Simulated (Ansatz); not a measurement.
Debugging a formation energy from the elements of Mo2C and its elements (Ansatz's Python interface).

Input file `mo2c_mo2c.cif`:
```cif
data_Mo2C
_cell_length_a 3.056050
_cell_length_b 3.056050
_cell_length_c 4.638957
_cell_angle_alpha 90.00000
_cell_angle_beta 90.00000
_cell_angle_gamma 120.00000
_symmetry_space_group_name_H-M 'P 1'
_symmetry_Int_Tables_number 1
loop_
_symmetry_equiv_pos_as_xyz
'x, y, z'
loop_
_atom_site_label
_atom_site_type_symbol
_atom_site_fract_x
_atom_site_fract_y
_atom_site_fract_z
Mo1 Mo    0.333333    0.666667    0.249768
Mo2 Mo    0.666667    0.333333    0.750232
C3 C    0.000000    0.000000    0.500000
```

Input file `mo2c_mo.extxyz`:
```text
1
Lattice="-1.573415 1.573415 1.573415 1.573415 -1.573415 1.573415 1.573415 1.573415 -1.573415" Properties=species:S:1:pos:R:3 pbc="T T T"
Mo    0.00000000    0.00000000    0.00000000
```

Contents of `mo2c_c.extxyz`:
```text
2
Lattice="1.22802871 0.70900271 3.34701145 -1.22802871 0.70900271 3.34701145 0.0 -1.41800541 3.34701145" Properties=species:S:1:pos:R:3 pbc="T T T"
C     0.00000000   -0.00000000    8.39430472
C    -0.00000000    0.00000000    1.64672963
```

Script `formation_mo2c.py`:
```python
# -*- coding: utf-8 -*-
'''Formation energy of Mo2C from the elements, after relaxing cells and atoms.'''

from collections import Counter
import warnings

import ansatz as az
from ase.io import read
import numpy as np


def ground_state(name, crystal):
    calc = (
        crystal.calculation()
        .functional('r2scan')
        .basis(530)
        .kpoints(spacing=0.33)
        .occupations('cold', width=0.1)
        .stress()
    )
    calc = calc.relax(force_tolerance=0.01, max_steps=30, cell=True)
    return calc.run(threads=1)


def counts(outcome):
    return Counter(site.symbol for site in outcome.lattice.sites)

def formation_energy(outcome, mu):
    n = counts(outcome)
    return (outcome.report['energy_sigma0_ev'] - sum(k * mu[element] for element, k in n.items())) / sum(n.values())


def volume_per_atom(outcome):
    return abs(np.linalg.det(outcome.lattice.cell_ang)) / len(outcome.lattice.sites)

warnings.simplefilter('ignore', az.DeckWarning)

phases = {}
atoms = read('mo2c_mo2c.cif')
mo2c = az.Crystal.from_ase(atoms)
phases['Mo2C'] = mo2c
mo = az.Crystal.from_extxyz('mo2c_mo.extxyz')
phases['Mo'] = mo
c = az.Crystal.from_extxyz('mo2c_c.extxyz')
phases['C'] = c

done = {}
for name, crystal in phases.items():
    done[name] = ground_state(name, crystal)
    print(f'{name}: {done[name].report["energy_sigma0_ev"]:.4f} eV, {len(done[name].lattice.sites)} atoms')

# chemical potentials of the elements at zero temperature
references = {'Mo': 'Mo', 'C': 'C'}
mu = {element: done[name].report['energy_sigma0_ev'] for element, name in references.items()}

target = done['Mo2C']
heat = formation_energy(target, mu)
rows = [(name, len(o.lattice.sites), volume_per_atom(o), formation_energy(o, mu)) for name, o in done.items()]
print('     phase       atoms  V (A^3/atom)  E_form (eV/atom)')
for row in rows:
    print(f'{str(row[0]):>10}  {row[1]:10d}  {row[2]:12.3f}  {row[3]:16.4f}')
```

```console
$ python formation_mo2c.py
Mo2C: -10187.0555 eV, 3 atoms
Mo: -4967.6092 eV, 1 atoms
C: -503.3414 eV, 2 atoms
     phase       atoms  V (A^3/atom)  E_form (eV/atom)
      Mo2C           3        12.492           83.8348
        Mo           1        15.608            0.0000
         C           2         9.277          251.6707
```

The script ran to its end, but the result can't be trusted. Why?

The fault: the references' energies are taken per cell, not per atom. The correction:

```diff
--- before
+++ after
@@ -53,3 +53,3 @@
 references = {'Mo': 'Mo', 'C': 'C'}
-mu = {element: done[name].report['energy_sigma0_ev'] for element, name in references.items()}
+mu = {element: done[name].report['energy_sigma0_ev'] / len(done[name].lattice.sites) for element, name in references.items()}
```

The mended script runs so:

Output of `python formation_mo2c.py`:
```text
Mo2C: -10187.0555 eV, 3 atoms
Mo: -4967.6092 eV, 1 atoms
C: -503.3414 eV, 2 atoms
     phase       atoms  V (A^3/atom)  E_form (eV/atom)
      Mo2C           3        12.492           -0.0554
        Mo           1        15.608            0.0000
         C           2         9.277            0.0000
```

Reading the output:
- Absolute energies stand on the zero of these potentials, so only differences at equal settings mean something.
- Spin is left out of this run.
- For the metals among these phases the mesh is modest: differences between phases can be off by up to 40 meV an atom.
- The cells come from databases of deposited and of computed structures, and not all need be stable phases.
- The compound is the structure given, not necessarily its lowest; energies are at zero temperature, with no correction for gases. A semilocal functional's error on such energies is often 0.05 to 0.1 eV an atom, and 0.1 to 0.3 eV against gases such as O2 or F2.
- The whole script took 35 s on 1 thread of Arm Neoverse V2, with other jobs on the host, peak memory 0.56 GiB.

(A comment or docstring line of the script was reworded after the run, the code is as it ran; lines on the test bed's own set-up are left out of the output.)
